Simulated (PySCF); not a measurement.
# C2H8ClGeP: the cost of one run

Programs: PySCF 2.14.0, with density-fitted response routines of our own. Each step states its level of theory. These are calculated values for one molecule in the gas phase, unless marked as measured. Atoms count from 0, in the outputs and in this text.

### Step 1. The starting structure

13 atoms, charge 0, multiplicity 1; geometry from: GFN2-xTB. The atoms were then displaced at random by about 0.01 Å, so the start is not that level's minimum.

Bonds of the start (Å): P0–Ge1 2.30, Ge1–C2 2.01, C2–C3 1.49, C3–Cl4 1.78, P0–H5 1.38, P0–H6 1.37, Ge1–H7 1.52, Ge1–H8 1.48, C2–H9 1.08, C2–H10 1.11, C3–H11 1.12, C3–H12 1.07.

### Step 2. Optimising the geometry at PBE0-D3(BJ)/def2-SVP

Job settings and geometry (Å):

```
{"job": {"xc": "PBE0", "basis": "def2-SVP", "d3": "d3bj", "grid": 1, "shake": 0.01, "kind": "geom"}, "charge": 0, "multiplicity": 1}
P      1.899800     0.976420    -0.777090
Ge     0.768000    -0.907460    -0.104930
C     -0.973970    -0.389960     0.746320
C     -1.550230     0.751820    -0.019540
Cl    -1.576620     0.326320    -1.751900
H      2.414190     1.221190     0.479800
H      3.009510     0.292200    -1.192980
H      1.561330    -1.727430     0.906770
H      0.525810    -1.849880    -1.224280
H     -1.628190    -1.248140     0.778510
H     -0.807880    -0.081020     1.798710
H     -2.611670     0.944600     0.278110
H     -1.024260     1.674440     0.072190
```

Launch:

```sh
$ OMP_NUM_THREADS=1 python probes_run.py task.json out
```

One launch serves the whole session: the jobs run in the order shown.

**Question.** How long does this first job take on 1 thread of Arm Neoverse V1, shared host, and how much memory does it need?

About 77 s, with a peak of 0.56 GiB.
